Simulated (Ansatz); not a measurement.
The system is GeW.

```
CELL_PARAMETERS angstrom
0.00000 2.57761 2.57761
2.57761 0.00000 2.57761
2.57761 2.57761 0.00000
ATOMIC_POSITIONS crystal
Ge 0.50000 0.50000 0.50000
W 0.00000 0.00000 0.00000
```

The cell was built by a generator and needn't be a form met in nature.

| Quantity | Value |
| --- | --- |
| Program | Ansatz 0.2.0 |
| Task | relaxation of cell and atoms |
| Functional | HSE06 |
| Potentials or basis | Ansatz PAW |
| Cutoff | 420 eV (not typed: the program's choice for these potentials) |
| k mesh | 5 × 5 × 5 |
| Occupations | fermi-dirac, width 0.05 eV |
| Spin | no spin polarisation |

At the start: volume 17.13 Å³/atom.

Q: How do energy, volume and symmetry change on relaxing?

A: It ends after 5 steps and the volume is 16.63 Å³/atom (-2.9 %); space group Fm-3m (No. 225, to 0.05 Å).

The path:
```csv
step,energy change (eV),largest force (eV/Å),volume (Å³)
1,0.0000,0.0000,34.25
2,-0.0058,0.0000,32.48
3,-0.0171,0.0000,33.31
4,-0.0172,0.0000,33.27
5,-0.0168,0.0000,33.27
```

Final structure:
```cif
data_structure
_symmetry_space_group_name_H-M 'P 1'
_symmetry_Int_Tables_number 1
_cell_length_a 3.6100
_cell_length_b 3.6100
_cell_length_c 3.6100
_cell_angle_alpha 60.000
_cell_angle_beta 60.000
_cell_angle_gamma 60.000
_cell_volume 33.27
loop_
_atom_site_label
_atom_site_type_symbol
_atom_site_fract_x
_atom_site_fract_y
_atom_site_fract_z
_atom_site_occupancy
Ge1 Ge 0.50000 0.50000 0.50000 1
W1 W 0.00000 0.00000 0.00000 1
```

Caveat: the k mesh is coarse (spacing up to 0.42 Å⁻¹), so the values aren't converged, least of all with exact exchange; the plane-wave basis is chosen anew once the cell has moved, so the energies of steps on either side of that aren't comparable; the PAW data sets come from PBE, with cores solved anew for the run's functional, which leaves a small shift of forces and pressure.
